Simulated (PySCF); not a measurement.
# TiBr2: structure of the triplet

Aim: relax TiBr2 as a triplet from a linear start, check by its vibrations whether the end is a minimum, and collect its spectrum and constants.

Method: PBE0, basis Ti def2-TZVP, Br def2-TZVP, no relativity, density fitting; program: PySCF 2.14.0.

**1. The starting structure**

3 atoms, charge 0, spin multiplicity 3.

Bond lengths: Ti1–Br2 2.500 Å, Ti1–Br3 2.500 Å. Angles: Br2–Ti1–Br3 180.0°.

```xyz
3
charge 0 multiplicity 3
Ti    0.0000    0.0000    0.0000
Br    0.0000    0.0000    2.5000
Br    0.0000    0.0000   -2.5000
```

**2. The SCF at the typed geometry**

One driver script runs all steps and calls PySCF; scf.py shows how it sets up the SCF of each step. The optimiser is the driver's own. After this first run the driver tries any further starts and a stability analysis.

File scf.py:

```python
from pyscf import gto, scf, dft
mol = gto.M(atom='''
Ti     0.000000     0.000000     0.000000
Br     0.000000     0.000000     2.500000
Br     0.000000     0.000000    -2.500000''',
    basis={'Ti': 'def2-TZVP', 'Br': 'def2-TZVP'},
    charge=0, spin=2)
mf = dft.UKS(mol, xc='PBE0')
mf.grids.atom_grid = (50, 194)
aux = {'Ti': 'def2-universal-JKFIT', 'Br': 'def2-universal-JKFIT'}
mf = mf.density_fit(auxbasis=aux)
mf.conv_tol = 1e-08
mf.diis_space = 10
mf.max_cycle = 60
mf.init_guess = 'minao'
mf.verbose = 4
mf.kernel()
```

Run with:

```bash
> OMP_NUM_THREADS=4 python axn.py task.json out
```

The program printed:

```text
init E= -5994.81812974571
[... the frontier-level lines of each cycle are left out ...]
cycle= 1 E= -5997.00378809612  delta_E= -2.19  |g|= 0.367  |ddm|= 1.51
cycle= 2 E= -5995.60272524578  delta_E=  1.4  |g|= 1.91  |ddm|= 1.29
cycle= 3 E= -5997.06708693555  delta_E= -1.46  |g|= 0.184  |ddm|= 0.893
cycle= 4 E= -5997.08024153649  delta_E= -0.0132  |g|= 0.0521  |ddm|= 0.108
cycle= 5 E= -5997.08172494061  delta_E= -0.00148  |g|= 0.0107  |ddm|= 0.0476
cycle= 6 E= -5997.08184458051  delta_E= -0.00012  |g|= 0.00266  |ddm|= 0.026
cycle= 7 E= -5997.08185041292  delta_E= -5.83e-06  |g|= 0.00126  |ddm|= 0.00533
cycle= 8 E= -5997.08185186682  delta_E= -1.45e-06  |g|= 0.000603  |ddm|= 0.00301
cycle= 9 E= -5997.08185209803  delta_E= -2.31e-07  |g|= 0.000115  |ddm|= 0.000774
cycle= 10 E= -5997.08185210675  delta_E= -8.71e-09  |g|= 1.54e-05  |ddm|= 0.000179
Extra cycle  E= -5997.08185210647  delta_E= 2.76e-10  |g|= 2.96e-05  |ddm|= 4.44e-05
converged SCF energy = -5997.08185210647  <S^2> = 2.0116193  2S+1 = 3.0077363
```

This step, with its further starts and checks, ran for 21 s (4 threads of Intel Xeon 6975P-C (Granite Rapids), shared host).

Energies from each starting density:

```csv
start,energy (Eh)
the minimal-basis guess,-5997.081852
a thermally smeared density,-5997.081850
a smeared PBE density,-5997.081852
```

No lower solution of this spin turned up from the other starts or in the test of internal stability.

**3. Relaxation: linear start, triplet**

The program finds D∞h symmetry in the start, which this walk keeps. Threshold on the gradient: 0.0003 Eh/bohr, with a further test on the energy change.

scf.py: that of step 2 with these lines changed.

```diff
@@ -15 +14,0 @@
-mf.init_guess = 'minao'
```

Energy and gradient, step by step:

```csv
step,energy (Eh),change (kJ/mol),largest symmetric gradient (Eh/bohr)
0,-5997.081852,0.00,0.02071
1,-5997.085220,-8.84,0.01133
2,-5997.086391,-11.92,0.00225
3,-5997.086431,-12.02,0.00023
4,-5997.086432,-12.02,0.00000
```

The walk took 23 s.

Positions (Å) and forces (eV/Å) along the way:

```
step 0
Ti   0.000   0.000   0.000   0.000   0.000   0.000
Br   0.000   0.000   2.500   0.000   0.000  -1.065
Br   0.000   0.000  -2.500   0.000   0.000   1.065
step 1
Ti   0.000   0.000   0.000   0.000   0.000   0.000
Br   0.000   0.000   2.445   0.000   0.000  -0.582
Br   0.000   0.000  -2.445   0.000   0.000   0.582
step 2
Ti   0.000   0.000   0.000   0.000   0.000   0.000
Br   0.000   0.000   2.380   0.000   0.000   0.116
Br   0.000   0.000  -2.380   0.000   0.000  -0.116
step 3
Ti   0.000   0.000   0.000   0.000   0.000   0.000
Br   0.000   0.000   2.391   0.000   0.000  -0.012
Br   0.000   0.000  -2.391   0.000   0.000   0.012
step 4
Ti   0.000   0.000   0.000   0.000   0.000   0.000
Br   0.000   0.000   2.390   0.000   0.000   0.000
Br   0.000   0.000  -2.390   0.000   0.000   0.000
```

After 4 steps and 12.0 kJ/mol it ends at D∞h: Ti–Br 2.390 Å (×2); Br–Ti–Br 180.0°.

**4. Frequencies**

On the finer grid the gradient is checked again; gradients at displacements of ±0.02 bohr then give force constants and infrared intensities.

scf.py: that of step 3 with these lines changed.

```diff
@@ -4,2 +4,2 @@
-Br     0.000000     0.000000     2.500000
-Br     0.000000     0.000000    -2.500000''',
+Br    -0.000000     0.000000     2.390120
+Br     0.000000     0.000000    -2.390120''',
@@ -9 +9 @@
-mf.grids.atom_grid = (50, 194)
+mf.grids.atom_grid = (75, 302)
@@ -12 +12 @@
-mf.conv_tol = 1e-08
+mf.conv_tol = 1e-10
```

This SCF starts from the last density.

Log of the central SCF (cycles and frontier levels):

```text
init E= -5997.08635272257
[... the frontier-level lines of each cycle are left out ...]
cycle= 1 E= -5997.08635272258  delta_E= -1.18e-11  |g|= 1.53e-06  |ddm|= 1.74e-06
Extra cycle  E= -5997.08635272258  delta_E= -1.82e-12  |g|= 2.52e-06  |ddm|= 2.87e-06
converged SCF energy = -5997.08635272258  <S^2> = 2.0110892  2S+1 = 3.0073837
```

The whole step took 48 s.

Geometry: D∞h; Ti–Br 2.390 Å (×2); Br–Ti–Br 180.0°.

Harmonic modes (main isotopes):

```
symmetry  ω (cm⁻¹)  IR (km/mol)
      πu        26         22.5
     σg+       203          0.0
     σu+       393          163
```

No imaginary mode, so this is a minimum.

Properties at this point:

```yaml
Dipole_moment: 0.00 D
Highest_occupied_level: -6.62 eV
Lowest_empty_level: -3.05 eV
Rotational_constants: 0.0187 cm⁻¹
Zero-point_energy: 3.9 kJ/mol
Principal_polarisabilities: 57.0, 57.0, 107.2 bohr³
Atomisation_energy_without_zero-point_energy: 838 kJ/mol
Principal_traceless_quadrupole_moments_about_the_centre_of_mass: -12.17, 6.08, 6.08 D Å
Entropy_at_298.15_K_and_1_bar_electronic_part_spin_only: 328.8 J/(mol K)
Heat_capacity_Cp_at_298.15_K: 59.6 J/(mol K)
Enthalpy_at_298.15_K_above_0_K: 15.62 kJ/mol
Rotational_symmetry_number: 2
Spin_squared_⟨S²⟩: 2.011
```

Populations by atom (charges in e):

```json
{"atom": "Ti1", "Mulliken": "0.79", "Löwdin": "-0.06", "polar tensor": "1.26", "spin (Mulliken)": "2.12", "Mayer order to Ti1": "–"}
{"atom": "Br2,3", "Mulliken": "-0.40", "Löwdin": "0.03", "polar tensor": "-0.63", "spin (Mulliken)": "-0.06", "Mayer order to Ti1": "1.07"}
```

Mulliken populations on Ti1: s 6.55, p 12.26, d 2.38, f 0.01.

**5. Results**

| quantity | value |
| --- | --- |
| minimum | triplet, D∞h |
| geometry | Ti–Br 2.390 Å (×2); Br–Ti–Br 180.0° |
| wavenumbers (cm⁻¹) | 26 (πu), 203 (σg+), 393 (σu+) |
| dipole moment | 0.00 D |
| highest occupied, lowest empty level (either spin) | -6.62, -3.05 eV |
| polar-tensor charge of Ti1 | +1.26 e |
| zero-point energy | 3.9 kJ/mol |
| entropy at 298.15 K | 328.8 J/(mol K) |
| atomisation energy (no zero-point energy) | 838 kJ/mol |
| ⟨S²⟩ | 2.011 |

**Reading.** The linear start keeps its D∞h symmetry and ends in a minimum. The strongest infrared band lies at 393 cm⁻¹ (σu+). The dipole vanishes although Ti1 carries +1.3 e by the polar tensor: the bond dipoles cancel. Most of the spin sits on Ti1 (Mulliken spin 2.12, against 2 for the whole molecule). Only this shape and spin were tried, so other structures or states may lie lower. Open d and f shells are described by one determinant, and the ground state may have another occupation or spin.

The search up to here took 93 s.
